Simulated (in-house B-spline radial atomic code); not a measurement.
**Tc: numerical settings, good and bad**

Aim: try Tc with numerical settings changed, some of them on purpose beyond sense, against a run with standard settings.

Program: in-house B-spline radial atomic code version 1. Level of theory: Dirac-Hartree-Fock, average of configuration, Fermi nucleus, basis-set limit. These are calculated values, not measurements, unless marked.

**1. The atom as given**

* element: technetium (Z = 43)
* charge: 0
* electrons: 43
* configuration: [Kr] 4d5 5s2
* Hamiltonian: Dirac-Coulomb
* nucleus: Fermi, rms radius 4.411 fm

Outer shells as boxes (Hund's rule):

[Kr] 4d5 5s2
```
[Kr] core
4d [↑ ][↑ ][↑ ][↑ ][↑ ]
5s [↑↓]
```

The boxes draw the filling by Hund's rule, which heavy ions in jj coupling don't follow; these runs average over all states of the configuration.

A run counts as converged when the orbital gradient is under the tolerance times 43 hartree (or under the basis's noise floor) and the energy moved by less than 1e-8 hartree times the root of its size. Energy differences under 1e-05 hartree are noise.

Settings of the run:

```ini
Z = 43
electrons = 43.0
configuration = [Kr] 4d5 5s2
hamiltonian = dirac
method = hf
spin_polarised = False
nucleus = fermi
rms_radius = 4.411169945885085
mass_number = 97
atomic_mass = 96.90636072
speed_of_light = 137.035999084
knot_spacing = 0.22
spline_order = 8
gauss_points = 12
box_radius = 50
max_iterations = 70
damping = 0.5
damped_steps = 3
diis_vectors = 10
tolerance = 1e-08
start = Thomas-Fermi
```

This reference run was done before. Its total energy is -4284.113564 hartree, and its levels are (the highest eight at most):

| orbital | occupation | energy (eV) | <r> (bohr) |
| --- | --- | --- | --- |
| 3d3/2 | 4 | -282.95 | 0.3959 |
| 3d5/2 | 6 | -279.04 | 0.3993 |
| 4s1/2 | 2 | -90.400 | 1.064 |
| 4p1/2 | 2 | -58.809 | 1.161 |
| 4p3/2 | 4 | -55.692 | 1.189 |
| 4d3/2 | 2 | -12.510 | 1.664 |
| 4d5/2 | 3 | -12.225 | 1.683 |
| 5s1/2 | 2 | -6.679 | 3.531 |

**2. Knot spacing (logarithmic) 0.1; first knot 0.000233; cap on iterations 8; damping (share of the old matrix) 0**

Settings of the run:

```ini
Z = 43
electrons = 43.0
configuration = [Kr] 4d5 5s2
hamiltonian = dirac
method = hf
spin_polarised = False
nucleus = fermi
rms_radius = 4.411169945885085
mass_number = 97
atomic_mass = 96.90636072
speed_of_light = 137.035999084
knot_spacing = 0.1
spline_order = 8
gauss_points = 12
box_radius = 50
first_knot = 0.000233
max_iterations = 8
damping = 0
damped_steps = 3
diis_vectors = 10
tolerance = 1e-08
start = Thomas-Fermi
```

Command:

```console
python run_scf.py task.json out
```

One command runs all members of the session, one after another, from task.json.

**3. Knot spacing (logarithmic) 1; Gauss points an interval 16; box radius 5; cap on iterations 50; number of damped steps 1**

Settings of the run:

```ini
Z = 43
electrons = 43.0
configuration = [Kr] 4d5 5s2
hamiltonian = dirac
method = hf
spin_polarised = False
nucleus = fermi
rms_radius = 4.411169945885085
mass_number = 97
atomic_mass = 96.90636072
speed_of_light = 137.035999084
knot_spacing = 1.0
spline_order = 8
gauss_points = 16
box_radius = 5.0
max_iterations = 50
damping = 0.5
damped_steps = 1
diis_vectors = 10
tolerance = 1e-08
start = Thomas-Fermi
```

**4. Cap on iterations 100; damping (share of the old matrix) 0.8; convergence tolerance 1e-05**

Settings of the run:

```ini
Z = 43
electrons = 43.0
configuration = [Kr] 4d5 5s2
hamiltonian = dirac
method = hf
spin_polarised = False
nucleus = fermi
rms_radius = 4.411169945885085
mass_number = 97
atomic_mass = 96.90636072
speed_of_light = 137.035999084
knot_spacing = 0.22
spline_order = 8
gauss_points = 12
box_radius = 50
max_iterations = 100
damping = 0.8
damped_steps = 3
diis_vectors = 10
tolerance = 1e-05
start = Thomas-Fermi
```

**5. Configuration [Kr] 4d5 5s2 6p-1**

In configurations, a minus sign after the shell means j = l − 1/2 and a plus sign j = l + 1/2; the count of electrons follows.

Settings of the run:

```ini
Z = 43
electrons = 44.0
configuration = [Kr] 4d5 5s2 6p-1
hamiltonian = dirac
method = hf
spin_polarised = False
nucleus = fermi
rms_radius = 4.411169945885085
mass_number = 97
atomic_mass = 96.90636072
speed_of_light = 137.035999084
knot_spacing = 0.22
spline_order = 8
gauss_points = 12
box_radius = 50
max_iterations = 75
damping = 0.5
damped_steps = 3
diis_vectors = 10
tolerance = 1e-08
start = Thomas-Fermi
```

**6. Configuration [Kr] 4d5 5s2 7s2 7p6**

Changes to the settings of step 5:

```diff
@@ -1,4 +1,4 @@
 Z = 43
-electrons = 44.0
-configuration = [Kr] 4d5 5s2 6p-1
+electrons = 51.0
+configuration = [Kr] 4d5 5s2 7s2 7p6
 hamiltonian = dirac
@@ -15,3 +15,3 @@
 box_radius = 50
-max_iterations = 75
+max_iterations = 50
 damping = 0.5
```

**7. Another Hamiltonian or method**

Settings of the run:

```ini
Z = 43
electrons = 43.0
configuration = [Kr] 4d5 5s2
hamiltonian = dirac
method = hf
spin_polarised = False
nucleus = fermi
rms_radius = 4.411169945885085
mass_number = 97
atomic_mass = 96.90636072
speed_of_light = 21.5009482562796
knot_spacing = 0.22
spline_order = 8
gauss_points = 12
box_radius = 50
max_iterations = 70
damping = 0.5
damped_steps = 3
diis_vectors = 10
tolerance = 1e-08
start = Thomas-Fermi
```

Which of these runs converge to the reference energy, which miss it and by about how much, and which fail?

The runs gave:

| run | outcome | iterations | energy less the reference (hartree) |
| --- | --- | --- | --- |
| reference | converged | 12 | 0 |
| knot spacing (logarithmic) 0.1; first knot 0.000233; cap on iterations 8; damping (share of the old matrix) 0 | not converged | 8 | - |
| knot spacing (logarithmic) 1; Gauss points an interval 16; box radius 5; cap on iterations 50; number of damped steps 1 | converged | 9 | +5.35 |
| cap on iterations 100; damping (share of the old matrix) 0.8; convergence tolerance 1e-05 | converged | 11 | below noise |
| Configuration [Kr] 4d5 5s2 6p-1 | converged | 12 | other system or model |
| Configuration [Kr] 4d5 5s2 7s2 7p6 | converged | 40 | other system or model |
| Another Hamiltonian or method | refused | - | - |

Of 6 changed inputs, 1 gave the reference energy within 1e-05 hartree, 1 converged to another value, 2 changed the system or the model, 1 did not converge and 1 met a refusal. The worst converged miss is +5.35 hartree (knot spacing (logarithmic) 1; Gauss points an interval 16; box radius 5; cap on iterations 50; number of damped steps 1): that the iterations converge says nothing of the basis, the quadrature or the box.
